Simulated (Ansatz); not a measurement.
# Ga3Se: the cost of one run

Program: Ansatz 0.2.0. Level of theory: DFT PBEsol+D3(BJ), scalar-relativistic, plane waves, PAW. These are calculated values, not measurements.

## 1. Starting point

Symmetry: Pm-3m, No. 221, cubic system. The conventional cell has a = 4.225 Å, b = 4.225 Å, c = 4.225 Å, α = 90.00°, β = 90.00°, γ = 90.00°. Ga (site symmetry 4/mmm) has 8 Ga at 2.99 Å and 4 Se at 2.99 Å in its first shell of neighbours. Around Se (site symmetry m-3m) lie 12 Ga at 2.99 Å.

Structure file:

```
CELL_PARAMETERS angstrom
4.22492 0.00000 0.00000
0.00000 4.22492 0.00000
0.00000 0.00000 4.22492
ATOMIC_POSITIONS crystal
Ga 0.00000 0.50000 0.50000
Ga 0.50000 0.00000 0.50000
Ga 0.50000 0.50000 0.00000
Se 0.00000 0.00000 0.00000
```

It goes back to an entry of the Materials Project, which need not be the stable form.

It is the result of an earlier relaxation at this level (volume 18.85 Å³/atom; gap on the mesh: none (metal)).

## 2. Zero of energy

The reference gives a free energy of -16655.2084 eV, pressure 0.09 GPa, largest force 0.000 eV/Å and gap on the mesh none (metal). It was computed beforehand with the settings of the runs below.

## 3. Next: a one-atom displacement scan

Atom 4 (Se) is moved by x along the Cartesian unit vector (0.000, 1.000, 0.000); the cell and all other atoms stay fixed. Forces below are components along that vector, summed over the moved atoms. In a periodic cell its images move with it.

## 4. x = -0.200 Å

The input, input.yaml:

```yaml
crystal:
  lattice:
    - [4.2249181734, 0.0, 0.0]
    - [0.0, 4.2249181734, 0.0]
    - [0.0, 0.0, 4.2249181734]
  atoms:
    - { symbol: Ga, position: [0.0, 0.5, 0.5] }
    - { symbol: Ga, position: [0.5, 0.0, 0.5] }
    - { symbol: Ga, position: [0.5, 0.5, 0.0] }
    - { symbol: Se, position: [0.0, -0.0473381949, 0.0] }
basis:
  ecutwfc: 420
kpoints:
  mp_grid: { grid: [12, 12, 12] }
hamiltonian:
  xc: pbesol
  dispersion: d3bj
scf:
  occupations: { method: gaussian, width: 0.15 }
output:
  forces: true
  stress: true
  eigenvalues: true
  write_density: true
  write_potential: true
  elf: true
  volumetric_format: npy
```

Command:

```bash
> ansatz run input.yaml --threads 1 --pin off --max-ram 2560MiB --backend cpu --events-out ev --progress --plain --runs-dir out
```

**Question.** How long does this run take on 1 thread of Intel Xeon Platinum 8488C (Sapphire Rapids), shared host, and how much memory does it need?

About 34 s, with a peak of 0.65 GiB.
